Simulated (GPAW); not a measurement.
Runs of GPAW 26.7.0 on CoNiO2. Symmetry: P4/mmm, No. 123, tetragonal system. Conventional cell: a = 3.014 Å, b = 3.014 Å, c = 4.222 Å, α = 90.00°, β = 90.00°, γ = 90.00°. Around Ni (site symmetry 4/mmm) lie 6 O at 2.11 to 2.13 Å. Co (site symmetry 4/mmm) has 6 O at 2.11 to 2.13 Å as nearest neighbours. O (site symmetry 4/mmm) is surrounded by 2 Ni at 2.11 Å and 4 Co at 2.13 Å. Around O (site symmetry 4/mmm) lie 2 Co at 2.11 Å and 4 Ni at 2.13 Å. The cell comes from a database or a generator and needn't be the stable form of this composition.

```csv
task,level,potentials or basis,k mesh,cutoff (eV),maxiter,convergence,band path,band points,mesh quality,gap on the mesh (eV),pressure (GPa),moment (μB)
single point,PBEsol,"PAW data sets generated in the run's folder for this functional, pw",9 × 9 × 6,800,150,-,-,-,not flagged,none,-9.9,4.52
single point,PBE,"GPAW PAW data sets (gpaw-data 1.2.1), pw",7 × 7 × 5,600,120,default,-,-,not flagged,none,-6.3,4.43
band structure,r2SCAN,"GPAW PAW data sets (gpaw-data 1.2.1), pw",6 × 6 × 4,800,150,-,"GXMGZRAZ,XR,MA",80,coarse,-,-2.7,4.83
band structure,PBEsol,"PAW data sets generated in the run's folder for this functional, pw",6 × 6 × 4,800,150,-,"GXMGZRAZ,XR,MA",80,coarse,-,-11.0,4.32
band structure,LDA,"the program's PAW data sets (release 1.2.1) made for this functional, pw",6 × 6 × 4,800,150,-,"GXMGZRAZ,XR,MA",80,coarse,-,(b),3.46
band structure,PBE,"GPAW PAW data sets (gpaw-data 1.2.1), pw",6 × 6 × 4,800,150,-,"GXMGZRAZ,XR,MA",80,coarse,-,-1.5,4.40
single point,LDA,"the program's PAW data sets (release 1.2.1) made for this functional, pw",7 × 7 × 5,600,120,default,-,-,not flagged,none,(a),3.32
```

Alike in all rows: spin collinear, ferromagnetic start; cell as given; smearing fermi-dirac 0.05 eV.

Task: Estimate the missing entries.

Result: (a) -26.9; (b) -21.1.

Caveats: some runs use coarse meshes; the stock nickel data set gives pressures a few GPa off other programs; semilocal functionals often make such compounds metallic where correlation or magnetic order opens a gap, which also shifts bond lengths; the cutoff is short for stress and forces, so pressures can be off by a GPa or more (some runs); the PAW data sets were made with another functional, which shifts forces and pressure a little (some runs); so large a pressure means that the cell lies far from this level's equilibrium, or that cutoff or potentials fall short (some runs).

A k mesh can miss the band edges.

A gap of «none» marks a metal or a gap under the smearing width.

Not every run made on this cell is shown here.
